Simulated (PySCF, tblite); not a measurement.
# C4H4N2OSi: geometry, infrared bands and NMR shifts

What infrared bands and NMR shifts should C4H4N2OSi (`N#CC1=N[Si@H](C=O)C1`) show?

Programs: tblite 0.8.0 and PySCF 2.14.0, with density-fitted response routines of our own. Each step states its level of theory. These are calculated values for one molecule in the gas phase, unless marked as measured. Atoms count from 0, in the outputs and in this text.

## Step 1: The starting structure

12 atoms, charge 0, multiplicity 1; geometry from: force field or distance geometry start.

Bonds of the start (Å): N0–C1 1.12, C1–C2 1.44, C2–N3 1.27, N3–Si4 1.76, Si4–C5 1.83, C5–O6 1.23, Si4–C7 1.82, C7–C2 1.47, Si4–H8 1.46, C5–H9 1.08, C7–H10 1.12, C7–H11 1.13.

## Step 2: Optimising the geometry with GFN2-xTB

Job settings and geometry (Å):

```
{"job": {"kind": "relax", "xc": "GFN2-xTB", "basis": "xTB"}, "charge": 0, "multiplicity": 1}
N     -3.637400    -0.285100    -1.506400
C     -2.616200    -0.081000    -1.091500
C     -1.299100     0.160200    -0.571500
N     -0.239100     0.644200    -1.084700
Si     0.955600     0.626900     0.206700
C      2.311000    -0.581300    -0.005700
O      3.157300    -0.710900     0.874200
C     -0.661400    -0.018900     0.739600
H      1.349500     1.939900     0.714000
H      2.420500    -1.204200    -0.876000
H     -1.081200     0.622000     1.549700
H     -0.658200    -1.112500     1.025700
```

The run is started by

```
$ OMP_NUM_THREADS=1 python probes_run.py task.json out
```

The driver reads the jobs from task.json and runs them one after another.

**Question.** This job is followed by: GFN2-xTB harmonic vibrations, gas phase; GIAO PBE0/pcSseg-1 NMR shielding, non-relativistic, gas phase. What will the session give for the following? strongest single infrared mode (GFN2-xTB); zero-point energy (GFN2-xTB); 13C shifts against TMS (PBE0/pcSseg-1); 1H shifts against TMS (PBE0/pcSseg-1); 15N shifts against NH3 (PBE0/pcSseg-1); 29Si shifts against TMS (PBE0/pcSseg-1); 17O shifts against H2O (PBE0/pcSseg-1).

As calculated:

| quantity | value |
| --- | --- |
| strongest single infrared mode (GFN2-xTB) | 1751 cm⁻¹, 316 km/mol |
| zero-point energy (GFN2-xTB) | 44.7 kcal/mol |
| 13C shifts against TMS (PBE0/pcSseg-1) | 238.9, 188.3, 118.7, 35.8 ppm |
| 1H shifts against TMS (PBE0/pcSseg-1) | 12.02, 5.01, 2.95, 2.75 ppm |
| 15N shifts against NH3 (PBE0/pcSseg-1) | 501.0, 327.6 ppm |
| 29Si shifts against TMS (PBE0/pcSseg-1) | -28.0 ppm |
| 17O shifts against H2O (PBE0/pcSseg-1) | 974.3 ppm |

What this shows: Over 85 steps the energy fell by 1.428 eV; of the close pairs, Si4–C7 changed most, 1.821 to 1.939 Å. All 30 modes are real, so the xTB geometry is a minimum. The strongest single mode, at 1751 cm⁻¹, moves mainly C5 and O6. GFN2-xTB is a fitted tight-binding method: band positions and strengths are rough. Its intensities can rank the bands wrongly. At PBE0/pcSseg-1: Shielding is most anisotropic at O6 (span 2164 ppm, paramagnetic term -1033 ppm).
